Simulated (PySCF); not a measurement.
# Bi(NH2)3(H2O): other functionals and bases at one geometry

The task here is to estimate one member of a computed series from the others.

Computed with PySCF 2.14.0. Level: several levels, as the steps say, no spin–orbit coupling.

1 further run of the same task is left out (for a known fault of the program).

### Where the work starts

13 atoms, charge 0, spin multiplicity 1.

Bond lengths: Bi1–N2 2.176 Å, Bi1–N5 2.176 Å, Bi1–N8 2.189 Å, N2–H3 1.021 Å, N2–H4 1.021 Å, N5–H6 1.021 Å, N5–H7 1.021 Å, N8–H9 1.022 Å, N8–H10 1.022 Å, O11–H12 0.960 Å, O11–H13 0.987 Å. Angles: N2–Bi1–N5 102.1°, N2–Bi1–N8 89.6°, N5–Bi1–N8 89.6°, Bi1–N2–H3 112.5°, Bi1–N2–H4 112.1°, H3–N2–H4 106.7°, Bi1–N5–H6 112.1°, Bi1–N5–H7 112.5°, H6–N5–H7 106.7°, Bi1–N8–H9 107.5°, Bi1–N8–H10 107.5°, H9–N8–H10 107.6°, H12–O11–H13 106.3°.

Coordinates:

```mol
BiH8N3O
  3D, bonds by distance, orders not assigned

 13 11  0  0  0  0  0  0  0  0999 V2000
   -0.4850    0.4850    0.6589 Bi  0  0
    1.5656    0.8276    1.3014 N   0  0
    2.0756   -0.0422    1.4614 H   0  0
    1.6122    1.3590    2.1719 H   0  0
   -0.8276   -1.5656    1.3014 N   0  0
   -1.3590   -1.6122    2.1719 H   0  0
    0.0422   -2.0756    1.4614 H   0  0
    0.2577   -0.2577   -1.2619 N   0  0
    0.1010   -1.2679   -1.2815 H   0  0
    1.2679   -0.1010   -1.2815 H   0  0
   -1.5902    1.5902   -1.9326 O   0  0
   -1.8647    1.8647   -2.8111 H   0  0
   -0.8988    0.8988   -2.0627 H   0  0
  1  2  8  0
  1  5  8  0
  1  8  8  0
  2  3  8  0
  2  4  8  0
  5  6  8  0
  5  7  8  0
  8  9  8  0
  8 10  8  0
 11 12  8  0
 11 13  8  0
M  END
```

Formal oxidation states: Bi +3. An earlier session relaxed this geometry at PBE0, Bi def2-SVP with ECP60, N def2-SVP, H def2-SVP, O def2-SVP (singlet, point group Cs).

At PBE0 on the finer grid: E = -458.453433 Eh, HOMO -6.43 eV, LUMO 0.07 eV, Mulliken charge on Bi1 +0.85 e, largest force component 0.012 eV/Å. 

Levels to run: HF; revPBE; PBE0, TZVP. Hardware: 2 threads of Arm Neoverse V1, shared host.

The first run:

File run.py (the lines that set the calculation):

```python
mol = gto.M(atom='''
Bi    -0.48503     0.48503     0.65888
N      1.56561     0.82758     1.30143
H      2.07564    -0.04224     1.46145
H      1.61218     1.35896     2.17188
N     -0.82758    -1.56561     1.30143
H     -1.35896    -1.61218     2.17188
H      0.04224    -2.07564     1.46145
N      0.25771    -0.25771    -1.26195
H      0.10102    -1.26789    -1.28149
H      1.26789    -0.10102    -1.28149
O     -1.59022     1.59022    -1.93256
H     -1.86473     1.86473    -2.81109
H     -0.89875     0.89875    -2.06270''',
    basis={'Bi': 'def2-SVP', 'N': 'def2-SVP', 'H': 'def2-SVP', 'O': 'def2-SVP'},
    ecp={'Bi': 'def2-SVP'},
    charge=0, spin=0)
mf = scf.RHF(mol)
mf = mf.density_fit()  # fitting sets: Bi def2-universal-JKFIT, N def2-universal-JKFIT, H def2-universal-JKFIT, O def2-universal-JKFIT
mf.conv_tol = 1e-08; mf.max_cycle = 55
mf.kernel(dm0)  # dm0: the density of the relaxed state
```

Started as:

```
> OMP_NUM_THREADS=2 python run.py
```

Steps of the session up to this table: HF; revPBE; PBE0, TZVP.

One of the session's tables, all rows but one given; the rest of the session is left out.

```
              level  HOMO (eV)  gap (eV)  charge on Bi1 (e)  dipole (D)  largest force component (eV/Å)
PBE0 (relaxed here)      -6.43      6.51               0.85        2.11                            0.01
                 HF          ?         ?                  ?           ?                               ?
             revPBE      -4.91      4.35               0.75        2.03                            0.59
         PBE0, TZVP      -6.75      6.40               1.01        1.88                            0.53
```

Q: Estimate the row for HF from the others.

**Answer.** HOMO (eV): -9.80; gap (eV): 12.91; charge on Bi1 (e): 1.18; dipole (D): 2.01; largest force component (eV/Å): 1.29. In the column «HOMO (eV)» it is the lowest.

In one basis the HOMO–LUMO gap runs from 4.35 eV (revPBE) to 12.91 eV (HF). The largest leftover force, 1.29 eV/Å with HF, stands at a geometry relaxed at another level. Total energies of different levels can't be compared.
